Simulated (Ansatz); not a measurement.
# Be: squeezing one contact

How do energy and force answer when the Be1–Be2 bond of Be is squeezed or stretched? The runs shown use LAPW and crystal datasets. Companion runs by PAW are cited. Its runs: the reference run (LAPW); shortest bond scaled by 1 (crystal datasets); shortest bond scaled by 1.1 (LAPW); shortest bond scaled by 0.88 (LAPW); shortest bond scaled by 0.64 (LAPW and crystal datasets); shortest bond scaled by 0.58 (LAPW and crystal datasets).

Method: DFT PBEsol, with the methods named in each step, in Ansatz 0.2.0.

### 1 The system as given

The structure is hexagonal, space group P6_3/mmc (No. 194). The conventional cell has a = 2.242 Å, b = 2.242 Å, c = 3.633 Å, α = 90.00°, β = 90.00°, γ = 120.00°. Around Be (site symmetry -6m2) lie 12 Be at 2.23 to 2.24 Å.

Coordinates:

```
Be
1.0
     2.24244    0.00000    0.00000
    -1.12122    1.94201    0.00000
     0.00000    0.00000    3.63275
Be
2
Cartesian
  0.0000 1.2947 0.9082
  1.1212 0.6473 2.7246
```

Atoms are numbered in the order of the input: Be1, Be2.

### 2 The bond as given, LAPW

input.yaml reads:

```yaml
crystal:
  lattice:
    - [2.2424371395, 0.0, 0.0]
    - [-1.1212185697, 1.9420075292, 0.0]
    - [0.0, 0.0, 3.6327481659]
  atoms:
    - { symbol: Be, position: [0.3333333333, 0.6666666667, 0.25] }
    - { symbol: Be, position: [0.6666666667, 0.3333333333, 0.75] }
kpoints:
  mp_grid: { grid: [15, 15, 8] }
scf:
  occupations: { method: fermi_dirac, width: 0.05 }
hamiltonian:
  xc: pbesol
  pseudopotentials: { kind: all_electron, lapw: { basis_error: 0.001 } }
output:
  forces: true
  stress: true
  eigenvalues: true
  populations: true
```

Command:

```bash
$ ansatz run input.yaml --threads 1 --pin off --max-ram 2048MiB --backend cpu --events-out ev --progress --plain --runs-dir out
```

### 3 Shortest bond scaled by 1, crystal datasets

input.yaml: that of step 2 with these lines changed.

```diff
@@ -14,3 +14,3 @@
   xc: pbesol
-  pseudopotentials: { kind: all_electron, lapw: { basis_error: 0.001 } }
+  pseudopotentials: { kind: all_electron, datasets: crystal }
 output:
@@ -19,2 +19,2 @@
   eigenvalues: true
-  populations: true
+  efg: { contact_densities: true }
```

### 4 Shortest bond scaled by 1.1, LAPW

input.yaml reads:

```yaml
crystal:
  lattice:
    - [2.2424371395, 0.0, 0.0]
    - [-1.1212185697, 1.9420075292, 0.0]
    - [0.0, 0.0, 3.6327481659]
  atoms:
    - { symbol: Be, position: [0.3666666667, 0.6833333333, 0.275] }
    - { symbol: Be, position: [0.6333333333, 0.3166666667, 0.725] }
kpoints:
  mp_grid: { grid: [15, 15, 8] }
scf:
  occupations: { method: fermi_dirac, width: 0.05 }
hamiltonian:
  xc: pbesol
  pseudopotentials: { kind: all_electron, lapw: { basis_error: 0.001 } }
output:
  forces: true
  stress: true
  eigenvalues: true
  populations: true
```

### 5 Shortest bond scaled by 0.88, LAPW

input.yaml: that of step 4 with these lines changed.

```diff
@@ -6,4 +6,4 @@
   atoms:
-    - { symbol: Be, position: [0.3666666667, 0.6833333333, 0.275] }
-    - { symbol: Be, position: [0.6333333333, 0.3166666667, 0.725] }
+    - { symbol: Be, position: [0.2933333333, 0.6466666667, 0.22] }
+    - { symbol: Be, position: [0.7066666667, 0.3533333333, 0.78] }
 kpoints:
```

### 6 Shortest bond scaled by 0.64, LAPW

input.yaml: that of step 5 with these lines changed.

```diff
@@ -6,4 +6,4 @@
   atoms:
-    - { symbol: Be, position: [0.2933333333, 0.6466666667, 0.22] }
-    - { symbol: Be, position: [0.7066666667, 0.3533333333, 0.78] }
+    - { symbol: Be, position: [0.2133333333, 0.6066666667, 0.16] }
+    - { symbol: Be, position: [0.7866666667, 0.3933333333, 0.84] }
 kpoints:
```

### 7 Shortest bond scaled by 0.64, crystal datasets

input.yaml: that of step 6 with these lines changed.

```diff
@@ -14,3 +14,3 @@
   xc: pbesol
-  pseudopotentials: { kind: all_electron, lapw: { basis_error: 0.001 } }
+  pseudopotentials: { kind: all_electron, datasets: crystal }
 output:
@@ -19,2 +19,2 @@
   eigenvalues: true
-  populations: true
+  efg: { contact_densities: true }
```

### 8 Shortest bond scaled by 0.58, LAPW

input.yaml reads:

```yaml
crystal:
  lattice:
    - [2.2424371395, 0.0, 0.0]
    - [-1.1212185697, 1.9420075292, 0.0]
    - [0.0, 0.0, 3.6327481659]
  atoms:
    - { symbol: Be, position: [0.1933333333, 0.5966666667, 0.145] }
    - { symbol: Be, position: [0.8066666667, 0.4033333333, 0.855] }
kpoints:
  mp_grid: { grid: [15, 15, 8] }
scf:
  occupations: { method: fermi_dirac, width: 0.05 }
hamiltonian:
  xc: pbesol
  pseudopotentials: { kind: all_electron, lapw: { basis_error: 0.001 } }
output:
  forces: true
  stress: true
  eigenvalues: true
  populations: true
```

### 9 Shortest bond scaled by 0.58, crystal datasets

input.yaml: that of step 8 with these lines changed.

```diff
@@ -14,3 +14,3 @@
   xc: pbesol
-  pseudopotentials: { kind: all_electron, lapw: { basis_error: 0.001 } }
+  pseudopotentials: { kind: all_electron, datasets: crystal }
 output:
@@ -19,2 +19,2 @@
   eigenvalues: true
-  populations: true
+  efg: { contact_densities: true }
```

(Steps that only read results are left out.)

Q: Predict the outcome of this session.

The runs gave:

| quantity | value |
| --- | --- |
| force along the bond, positive apart, at 1.294 Å (LAPW) | 18.00 eV/Å |
| force along the bond, positive apart, at 1.294 Å (PAW) | 18.01 eV/Å |
| force along the bond, positive apart, at 1.294 Å (crystal datasets) | 18.00 eV/Å |
| length at zero force (straight line) | 2.23 Å |

**Reading.** At 1.29 Å the force along the bond is 18.00 eV/Å by LAPW, and the energy stands 5.27 eV over the given length. A straight line between 2.23 and 2.45 Å puts zero force near 2.23 Å, a rough figure over so wide a step. There symmetry makes it vanish whatever the lattice constant, so this is no computed equilibrium length. With two atoms in the cell whole sublattices move, so the other contacts between the two sublattices change too; at scales over 1 some of them become the shortest. PAW's force differs from LAPW's by at most 18 meV/Å, at 1.43 Å.
